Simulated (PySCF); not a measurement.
# H11IrP2 (Ir(PH3)2H5): the cost of one run

Computed with PySCF 2.14.0 and routines of our own; the level stands in each step. Atoms count from 0.

### 1 The starting structure

14 atoms, charge 0, multiplicity 1; geometry from: GFN2-xTB.

### 2 Optimising the geometry at PBE0-D3(BJ)/def2-SVP

What the job is given:

```
{"job": {"xc": "PBE0", "basis": "def2-SVP", "d3": "d3bj", "grid": 1, "maxiter": 30, "shake": 0.03, "kind": "geom"}, "charge": 0, "multiplicity": 1}
Ir     0.066410    -0.077420     0.012820
P     -0.021030    -0.027950     2.260980
H      0.709250    -0.904930     2.980930
H     -1.062510    -0.244490     2.984040
H      0.355180     1.076850     2.981030
P     -0.008380     0.026470    -2.274510
H     -0.799430     0.844110    -2.996470
H     -0.261460    -1.102400    -3.024210
H      1.131320     0.332940    -2.950000
H      1.542430    -0.009790     0.057880
H      0.457620     1.459590     0.000890
H     -1.221970     0.917150     0.052980
H     -1.335310    -0.870870    -0.048740
H      0.428430    -1.463080     0.005610
```

Run with:

```bash
> OMP_NUM_THREADS=1 python heavy_run.py task.json out
```

The driver reads the jobs from task.json and runs them one after another.

Q: Estimate the wall time and peak memory of this first job on 1 thread of Arm Neoverse N1, shared host.

About 2.1 min, with a peak of 0.52 GiB.
